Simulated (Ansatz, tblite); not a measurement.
**C₁₈H₁₄S₂: one state, many levels**

How do method and basis change the picture of C₁₈H₁₄S₂ (singlet)?

Computed with Ansatz 0.2.0, Gaussian basis. Level: as each input shows.

Levels to be run: GFN1-xTB, GFN2-xTB, PBE-D4/def2-TZVP, r2SCAN-D4/def2-TZVP, ωB97X-V/def2-TZVP, revPBE-D4/def2-TZVP, B3LYP-D4/def2-TZVP, PBE-D4/def2-SVP, PBE0-D4/def2-SVP, HF/6-31G, B3LYP-D4/6-31G, MP2/def2-SVP, RPA/def2-SVP.

## Step 1: The relaxed structure

The singlet was relaxed beforehand with PBE-D4/def2-SVP.

SMILES `Sc1ccc(-c2ccc(-c3ccc(S)cc3)cc2)cc1`, 34 atoms, charge 0, spin multiplicity 1.

Bond lengths: S1–C2 1.774 Å, S1–H21 1.362 Å, C2–C3 1.411 Å, C2–C20 1.410 Å, C3–C4 1.397 Å, C3–H22 1.101 Å, C4–C5 1.414 Å, C4–H23 1.100 Å, C5–C6 1.481 Å, C5–C19 1.413 Å, C6–C7 1.414 Å, C6–C18 1.414 Å, C7–C8 1.397 Å, C7–H24 1.100 Å, C8–C9 1.414 Å, C8–H25 1.100 Å, C9–C10 1.481 Å, C9–C17 1.414 Å and more. Angles: C2–S1–H21 96.4°, S1–C2–C3 117.9°, S1–C2–C20 123.4°, C3–C2–C20 118.7°, C2–C3–C4 120.4°, C2–C3–H22 119.9°, C4–C3–H22 119.8°, C3–C4–C5 121.6°, C3–C4–H23 118.9°, C5–C4–H23 119.5°, C4–C5–C6 121.4°, C4–C5–C19 117.3°, C6–C5–C19 121.3°, C5–C6–C7 121.3°, C5–C6–C18 121.3°, C7–C6–C18 117.3°, C6–C7–C8 121.3°, C6–C7–H24 119.5° and more.

PBE0-D4/def2-TZVP was run before; its log isn't repeated, and its numbers join the tables.

## Step 2: GFN1-xTB

Tight binding, by tblite at 300 K electronic temperature and without a spin-polarisation term:

```python
tblite.interface.Calculator('GFN1-xTB', numbers, positions, charge=0, uhf=0).singlepoint()
```

Energy -1441.3060 eV, HOMO -10.66 eV, LUMO -7.98 eV; 0.049 s.

## Step 3: GFN2-xTB

Tight binding, by tblite at 300 K electronic temperature and without a spin-polarisation term:

```python
tblite.interface.Calculator('GFN2-xTB', numbers, positions, charge=0, uhf=0).singlepoint()
```

Energy -1418.9376 eV, HOMO -9.94 eV, LUMO -7.27 eV; 0.04 s.

## Step 4: PBE-D4/def2-TZVP

start.molden holds the orbitals of an earlier run on this state, given as this run's starting guess.

in.yaml reads:

```yaml
crystal:
  periodic: [false, false, false]
  atoms:
    - {symbol: S, position_ang: [7.530936, -0.343277, -0.130681]}
    - {symbol: C, position_ang: [5.763107, -0.214221, -0.064204]}
    - {symbol: C, position_ang: [5.003540, -1.313321, -0.519108]}
    - {symbol: C, position_ang: [3.607200, -1.265947, -0.494203]}
    - {symbol: C, position_ang: [2.912075, -0.131278, -0.016288]}
    - {symbol: C, position_ang: [1.432207, -0.086160, 0.006702]}
    - {symbol: C, position_ang: [0.661539, -0.736597, -0.984171]}
    - {symbol: C, position_ang: [-0.735073, -0.690693, -0.964933]}
    - {symbol: C, position_ang: [-1.434043, 0.007883, 0.046126]}
    - {symbol: C, position_ang: [-2.913747, 0.060062, 0.064394]}
    - {symbol: C, position_ang: [-3.663194, 0.075255, -1.133488]}
    - {symbol: C, position_ang: [-5.060584, 0.128240, -1.124183]}
    - {symbol: C, position_ang: [-5.764276, 0.165000, 0.097275]}
    - {symbol: S, position_ang: [-7.533474, 0.235234, 0.203407]}
    - {symbol: C, position_ang: [-5.030858, 0.149516, 1.302996]}
    - {symbol: C, position_ang: [-3.634584, 0.099286, 1.280103]}
    - {symbol: C, position_ang: [-0.663408, 0.656505, 1.038216]}
    - {symbol: C, position_ang: [0.733209, 0.610871, 1.018798]}
    - {symbol: C, position_ang: [3.687475, 0.959937, 0.436305]}
    - {symbol: C, position_ang: [5.085314, 0.926313, 0.413630]}
    - {symbol: H, position_ang: [7.793387, 0.886484, 0.391593]}
    - {symbol: H, position_ang: [5.513003, -2.217241, -0.885983]}
    - {symbol: H, position_ang: [3.039749, -2.146814, -0.829281]}
    - {symbol: H, position_ang: [1.169814, -1.274908, -1.798305]}
    - {symbol: H, position_ang: [-1.300436, -1.225434, -1.743000]}
    - {symbol: H, position_ang: [-3.138914, 0.073436, -2.100749]}
    - {symbol: H, position_ang: [-5.608989, 0.151721, -2.078246]}
    - {symbol: H, position_ang: [-7.767427, 0.220861, -1.137869]}
    - {symbol: H, position_ang: [-5.561130, 0.167059, 2.267196]}
    - {symbol: H, position_ang: [-3.088705, 0.060685, 2.234504]}
    - {symbol: H, position_ang: [-1.170968, 1.225055, 1.831985]}
    - {symbol: H, position_ang: [1.297808, 1.113025, 1.818826]}
    - {symbol: H, position_ang: [3.184599, 1.872475, 0.789809]}
    - {symbol: H, position_ang: [5.654838, 1.800998, 0.762849]}
basis:
  gaussian: {orbitals: def2-TZVP, fitting: {mean_field: def2-universal-jkfit}, initial_orbitals: start.molden}
hamiltonian: {xc: pbe, dispersion: d4}
scf: {omitted_lower_state_checks: [starts]}
output: {forces: true, orbitals: {seedname: orbitals}}
```

The run is started by

```sh
> ansatz run in.yaml --threads 2 --pin off --events-out ev --progress --plain --max-ram 32768MiB --backend cuda --devices 0, --max-vram 18GiB
```

Further steps of the session: r2SCAN-D4/def2-TZVP; ωB97X-V/def2-TZVP; revPBE-D4/def2-TZVP; B3LYP-D4/def2-TZVP; PBE-D4/def2-SVP; PBE0-D4/def2-SVP; HF/6-31G; B3LYP-D4/6-31G; MP2/def2-SVP; RPA/def2-SVP.

Before running them: what should the planned runs give, taken together? Wanted: gap in def2-TZVP, named functionals, smallest and largest; correlation energy, MP2/def2-SVP; binding an atom, functionals in def2-TZVP; PBE0 total energy, smallest basis above largest.

**Answer**, as computed:

| quantity | value |
| --- | --- |
| gap in def2-TZVP, named functionals, smallest and largest | 2.82 eV (PBE-D4), 8.20 eV (ωB97X-V) |
| correlation energy, MP2/def2-SVP | -70.87 eV |
| binding an atom, functionals in def2-TZVP | 5.08 (ωB97X-V) to 5.30 eV (PBE-D4) |
| PBE0 total energy, smallest basis above largest | 26.95 eV (def2-SVP, def2-TZVP) |

**Reading.** Orbital gaps of the named functionals in def2-TZVP span 2.82 eV (PBE-D4) to 8.20 eV (ωB97X-V); exact exchange widens it.
